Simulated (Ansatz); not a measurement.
**CH6Se2Si: basis-set convergence**

An exercise on one series of results from a longer session: the logs are not shown, and one member is left open.

The runs use Ansatz 0.2.0, Gaussian basis; one geometry, several basis sets.

Levels to be run: PBE0-D4/def2-SVP; ωB97M-V/def2-SVP; PBE0-D4/def2-QZVPP; ωB97M-V/def2-QZVPP; the functionals' def2-TZVPP values are taken from earlier runs.

## Structure used throughout

An earlier PBE0-D4 in a triple-zeta def2 set relaxation fixed the geometry.

SMILES `C[Se][Se][SiH3]`, 10 atoms, charge 0, spin multiplicity 1.

Atoms are counted from 1 here; the program's logs count them from 0.

Bond lengths: C1–Se2 1.946 Å, C1–H5 1.088 Å, C1–H6 1.087 Å, C1–H7 1.091 Å, Se2–Se3 2.335 Å, Se3–Si4 2.281 Å, Si4–H8 1.487 Å, Si4–H9 1.485 Å, Si4–H10 1.482 Å. Angles: Se2–C1–H5 110.1°, Se2–C1–H6 110.0°, Se2–C1–H7 106.0°, H5–C1–H6 110.9°, H5–C1–H7 109.8°, H6–C1–H7 110.0°, C1–Se2–Se3 99.4°, Se2–Se3–Si4 93.6°, Se3–Si4–H8 107.1°, Se3–Si4–H9 109.8°, Se3–Si4–H10 110.5°, H8–Si4–H9 109.6°, H8–Si4–H10 110.1°, H9–Si4–H10 109.7°.

Set-up of the first run:

File in.yaml:

```yaml
crystal:
  periodic: [false, false, false]
  atoms:
    - {symbol: C, position_ang: [-0.728741, 1.824467, 0.485920]}
    - {symbol: Se, position_ang: [-1.458459, 0.088139, 0.975485]}
    - {symbol: Se, position_ang: [-1.140056, -1.040794, -1.043935]}
    - {symbol: Si, position_ang: [0.963862, -1.726761, -0.492417]}
    - {symbol: H, position_ang: [0.319283, 1.724608, 0.211065]}
    - {symbol: H, position_ang: [-1.305244, 2.253801, -0.330140]}
    - {symbol: H, position_ang: [-0.819215, 2.450431, 1.375491]}
    - {symbol: H, position_ang: [1.509834, -2.453638, -1.669769]}
    - {symbol: H, position_ang: [1.816065, -0.547516, -0.195753]}
    - {symbol: H, position_ang: [0.925770, -2.623939, 0.687052]}
basis:
  gaussian: {orbitals: def2-SVP}
hamiltonian: {xc: pbe0, dispersion: d4}
output: {orbitals: {seedname: orbitals}}
```

Among the steps run: PBE0-D4 in def2-SVP; ωB97M-V in def2-SVP; PBE0-D4 in def2-QZVPP; ωB97M-V in def2-QZVPP.

One table of the session follows, with a row left open; its other results are not shown here.

It belongs to the step «Density functionals: the series». 

| functional | basis | HOMO (eV) |
| --- | --- | --- |
| PBE0-D4 | def2-SVP | -6.51 |
| PBE0-D4 | def2-TZVPP | -6.57 |
| PBE0-D4 | def2-QZVPP | -6.58 |
| ωB97M-V | def2-SVP | ? |
| ωB97M-V | def2-TZVPP | -8.69 |
| ωB97M-V | def2-QZVPP | -8.70 |

Q: Estimate the row for ωB97M-V, def2-SVP from the others.

**Answer.** HOMO (eV): -8.61. In the column «HOMO (eV)» it lies between ωB97M-V, def2-TZVPP (-8.69) and PBE0-D4, def2-QZVPP (-6.58).
